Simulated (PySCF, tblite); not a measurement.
**C6H10O2+ (doublet): geometry, infrared bands and EPR parameters**

Wanted: the infrared bands and EPR parameters of C6H10O2+ (doublet) (`COC[C+](C)[CH]C=O`), by calculation.

The runs use tblite 0.8.0 and PySCF 2.14.0, with density-fitted response routines of our own; the level of theory stands in each step. All values are computed, except where a source is named. Atoms count from 0, in the outputs and in this text.

**1. The molecule as given**

18 atoms, charge 1, multiplicity 2; geometry from: force field or distance geometry start.

Bonds of the start (Å): C0–O1 1.39, O1–C2 1.37, C2–C3 1.50, C3–C4 1.49, C3–C5 1.47, C5–C6 1.48, C6–O7 1.21, C0–H8 1.13, C0–H9 1.12, C0–H10 1.11, C2–H11 1.11, C2–H12 1.12, C4–H13 1.13, C4–H14 1.11, C4–H15 1.09, C5–H16 1.10, C6–H17 1.11.

**2. Optimising the geometry with GFN2-xTB**

What the job is given:

```
{"job": {"kind": "relax", "xc": "GFN2-xTB", "basis": "xTB"}, "charge": 1, "multiplicity": 2}
C      2.655100    -1.015800    -0.293300
O      1.279600    -1.024700    -0.501000
C      0.841100     0.272100    -0.398000
C     -0.631300     0.438500    -0.602800
C     -1.179300     1.820200    -0.500500
C     -1.517800    -0.709800    -0.860100
C     -2.123000    -1.307500     0.353000
O     -3.160300    -0.903900     0.829500
H      3.066500    -2.063400    -0.355900
H      3.124300    -0.370200    -1.080900
H      2.966000    -0.629900     0.699900
H      1.078700     0.643800     0.625200
H      1.381000     0.942700    -1.114900
H     -0.521800     2.446700    -1.166800
H     -1.067600     2.140800     0.555100
H     -2.230700     1.883900    -0.793900
H     -2.322500    -0.399700    -1.550700
H     -1.646800    -2.157500     0.879600
```

Started as:

```console
OMP_NUM_THREADS=1 python probes_run.py task.json out
```

One launch serves the whole session: the jobs run in the order shown.

**Question.** This job is followed by: GFN2-xTB harmonic vibrations, gas phase; UKS B3LYP, pcH-1 on C H O, non-relativistic, mean-field spin-orbit, GIAO. What will the session give for the following? strongest single infrared mode (GFN2-xTB); zero-point energy (GFN2-xTB); g(iso) (B3LYP); ⟨S²⟩; largest a(iso) (averaged by class).

**Answer**, as computed:

| quantity | value |
| --- | --- |
| strongest single infrared mode (GFN2-xTB) | 1836 cm⁻¹, 514 km/mol |
| zero-point energy (GFN2-xTB) | 90.2 kcal/mol |
| g(iso) (B3LYP) | 2.00470 |
| ⟨S²⟩ | 0.756 (exact 0.75) |
| largest a(iso) (averaged by class) | 1H on H17, 371.6 MHz |

What this shows: Relaxing lowered the energy by 2.113 eV in 155 steps; the close pair that moved most is C3–C5, from 1.473 to 1.345 Å. All 48 modes are real, so the xTB geometry is a minimum. The strongest single mode, at 1836 cm⁻¹, moves mainly C6 and O7. Unscaled tight-binding wavenumbers are off by several per cent, some by more. Its intensities can rank the bands wrongly. O7 carries the largest spin population, 0.52 e. The isotropic g lies 2.4 ppt above the free-electron value.
